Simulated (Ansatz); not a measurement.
# CH6FNOSi: the cost of one run

Program: Ansatz 0.2.0. Level of theory: RKS B3LYP-D4/def2-mTZVP. These are calculated values, not measurements.

## Step 1: Starting point

Bond lengths: N1–C2 1.463 Å, C2–F3 1.376 Å, C2–O4 1.385 Å, O4–Si5 1.646 Å, N1–H6 1.073 Å, N1–H7 0.971 Å, C2–H8 1.140 Å, Si5–H9 1.425 Å, Si5–H10 1.500 Å, Si5–H11 1.465 Å. Angles (14 of 16 angles, heavy atoms first): N1–C2–F3 106.2°, N1–C2–O4 112.1°, F3–C2–O4 109.3°, C2–O4–Si5 118.9°, N1–C2–H8 108.4°, F3–C2–H8 111.1°, O4–C2–H8 109.6°, C2–N1–H6 99.9°, C2–N1–H7 106.8°, O4–Si5–H9 111.7°, O4–Si5–H10 108.5°, O4–Si5–H11 105.8°, H6–N1–H7 106.9°, H9–Si5–H10 110.1°.

As a file:

```xyz
11

N     0.0650   -1.4163    1.5791
C     0.2204   -0.7182    0.3026
F    -0.5055   -1.4368   -0.6187
O    -0.2617    0.5793    0.3552
Si   -0.0475    1.5618   -0.9481
H    -0.9597   -1.1821    1.7935
H     0.1020   -2.3666    1.3848
H     1.3274   -0.7042    0.0327
H    -0.7645    1.0914   -2.0857
H    -0.5071    2.9425   -0.5847
H     1.3966    1.5922   -1.1901
```

## Step 2: End point A

The input, input.yaml:

```yaml
crystal:
  periodic: [false, false, false]
  atoms:
    - { symbol: "N", position_ang: [0.065, -1.4163, 1.5791] }
    - { symbol: C, position_ang: [0.2204, -0.7182, 0.3026] }
    - { symbol: F, position_ang: [-0.5055, -1.4368, -0.6187] }
    - { symbol: O, position_ang: [-0.2617, 0.5793, 0.3552] }
    - { symbol: Si, position_ang: [-0.0475, 1.5618, -0.9481] }
    - { symbol: H, position_ang: [-0.9597, -1.1821, 1.7935] }
    - { symbol: H, position_ang: [0.102, -2.3666, 1.3848] }
    - { symbol: H, position_ang: [1.3274, -0.7042, 0.0327] }
    - { symbol: H, position_ang: [-0.7645, 1.0914, -2.0857] }
    - { symbol: H, position_ang: [-0.5071, 2.9425, -0.5847] }
    - { symbol: H, position_ang: [1.3966, 1.5922, -1.1901] }
basis:
  gaussian: { orbitals: def2-mTZVP }
hamiltonian:
  xc: b3lyp
  dispersion: d4
relax:
  f_tol: 0.02
  max_steps: 50
output:
  orbitals: {}
```

The run is started by

```
> ansatz run input.yaml --threads 2 --pin off --max-ram 3072MiB --backend cpu --events-out ev --progress --plain --runs-dir out
```

**Question.** How long does this run take on 2 threads of AMD EPYC 9B45 (Zen 5), shared host, and how much memory does it need?

About 19 s, with a peak of 0.29 GiB.
